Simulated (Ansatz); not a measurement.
# AlFGeH6Si: the cost of one run

Method: RKS PBE0-D4/def2-mTZVP, in Ansatz 0.2.0.

### Step 1. The system as given

Bond lengths: F1–Si2 1.629 Å, Si2–Al3 2.352 Å, Al3–Ge4 2.442 Å, Si2–H5 1.487 Å, Si2–H6 1.481 Å, Al3–H7 1.608 Å, Ge4–H8 1.554 Å, Ge4–H9 1.599 Å, Ge4–H10 1.500 Å. Angles (14 of 15 angles, heavy atoms first): F1–Si2–Al3 108.0°, Si2–Al3–Ge4 119.7°, F1–Si2–H5 111.0°, F1–Si2–H6 109.0°, Al3–Si2–H5 108.8°, Al3–Si2–H6 110.8°, Si2–Al3–H7 119.8°, Ge4–Al3–H7 120.1°, Al3–Ge4–H8 108.9°, Al3–Ge4–H9 104.8°, Al3–Ge4–H10 111.2°, H5–Si2–H6 109.3°, H8–Ge4–H9 109.5°, H8–Ge4–H10 112.9°.

Structure file:

```xyz
10

F    -1.5971    2.5529    1.0585
Si   -0.1616    1.9926    0.5288
Al   -0.1203   -0.3343    0.8710
Ge    0.3052   -1.8290   -1.0132
H     0.0150    2.2657   -0.9219
H     0.9239    2.6560    1.2872
H    -0.2219   -0.9250    2.3633
H     0.3956   -0.9860   -2.3150
H    -0.9816   -2.7764   -1.0802
H     1.5258   -2.6678   -0.7755
```

### Step 2. Relaxing end A

Input file input.yaml:

```yaml
crystal:
  periodic: [false, false, false]
  atoms:
    - { symbol: F, position_ang: [-1.5971, 2.5529, 1.0585] }
    - { symbol: Si, position_ang: [-0.1616, 1.9926, 0.5288] }
    - { symbol: Al, position_ang: [-0.1203, -0.3343, 0.871] }
    - { symbol: Ge, position_ang: [0.3052, -1.829, -1.0132] }
    - { symbol: H, position_ang: [0.015, 2.2657, -0.9219] }
    - { symbol: H, position_ang: [0.9239, 2.656, 1.2872] }
    - { symbol: H, position_ang: [-0.2219, -0.925, 2.3633] }
    - { symbol: H, position_ang: [0.3956, -0.986, -2.315] }
    - { symbol: H, position_ang: [-0.9816, -2.7764, -1.0802] }
    - { symbol: H, position_ang: [1.5258, -2.6678, -0.7755] }
basis:
  gaussian: { orbitals: def2-mTZVP }
hamiltonian:
  xc: pbe0
  dispersion: d4
relax:
  f_tol: 0.02
  max_steps: 50
output:
  orbitals: {}
```

Launch:

```console
$ ansatz run input.yaml --threads 2 --pin off --max-ram 3072MiB --backend cpu --events-out ev --progress --plain --runs-dir out
```

What time and memory should one allow on 2 threads of Intel Xeon 6975P-C (Granite Rapids), shared host?

About 50 s, with a peak of 0.32 GiB.
